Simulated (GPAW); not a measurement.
Here is a GPAW 26.7.0 calculation.

File run.py:

```python
from ase import Atoms
from ase.dft.bandgap import bandgap
from ase.io import write
from ase.units import GPa
from gpaw import GPAW, PW

atoms = Atoms(['Ta', 'Ta', 'Sc', 'Sc', 'N', 'N'],
              cell=[[3.0850655424, 0.0, 0.0],
                    [-1.5425327712, 2.6717451321, 0.0],
                    [0.0, 0.0, 10.340136]],
              scaled_positions=[[0.3333333333, 0.6666666667, 0.245631],
                                [0.6666666667, 0.3333333333, 0.754369],
                                [0.0, 0.0, 0.0],
                                [0.0, 0.0, 0.5],
                                [0.3333333333, 0.6666666667, 0.629841],
                                [0.6666666667, 0.3333333333, 0.370159]],
              pbc=True)

calc = GPAW(mode=PW(800),
            xc='LDA',
            kpts={'size': (7, 7, 2), 'gamma': True},
            occupations={'name': 'fermi-dirac', 'width': 0.05},
            nbands=53,
            convergence={'density': 1e-05, 'energy': 1e-05},
            maxiter=150,
            txt='gpaw.txt')
atoms.calc = calc
energy = atoms.get_potential_energy()
forces = atoms.get_forces()
stress = atoms.get_stress()
calc.write('gs.gpw')
write('result.traj', atoms)
print(f'Energy: {energy:.6f} eV')
print('Forces (eV/A):')
print(forces.round(4))
print('Stress (GPa):', (stress / GPa).round(3))
print('Fermi level:', round(calc.get_fermi_level(), 4), 'eV')
print(f'Gap: {bandgap(calc)[0]:.4f} eV, direct: {bandgap(calc, direct=True)[0]:.4f} eV')

path = atoms.cell.bandpath('GMKGALHA,LM,KH', npoints=80, eps=1e-4)
bs_calc = calc.fixed_density(kpts=path, symmetry='off', nbands=75,
                             convergence={'bands': 'CBM+6.0', 'eigenstates': 1e-6}, txt='bands.txt')
bs = bs_calc.band_structure()
bs.write('bs.json')
print(f'Gap on the path: {bandgap(bs_calc)[0]:.4f} eV')
```

Potentials or basis: the program's PAW data sets (release 1.2.1) made for this functional, pw.

The run is started by

```sh
$ OMP_NUM_THREADS=1 python run.py
```

Task: Predict the largest force.

Result: 0.581 eV/Å.

Task: What does it give for the band gap along the path?

Result: None (metal or under the smearing width).

Stress tensor (GPa, compression positive):
```
-11.77   0.00   0.00
  0.00 -11.77   0.00
  0.00   0.00 -12.62
```

Caveat: spin-orbit coupling is left out, which moves the levels of the heavy elements.
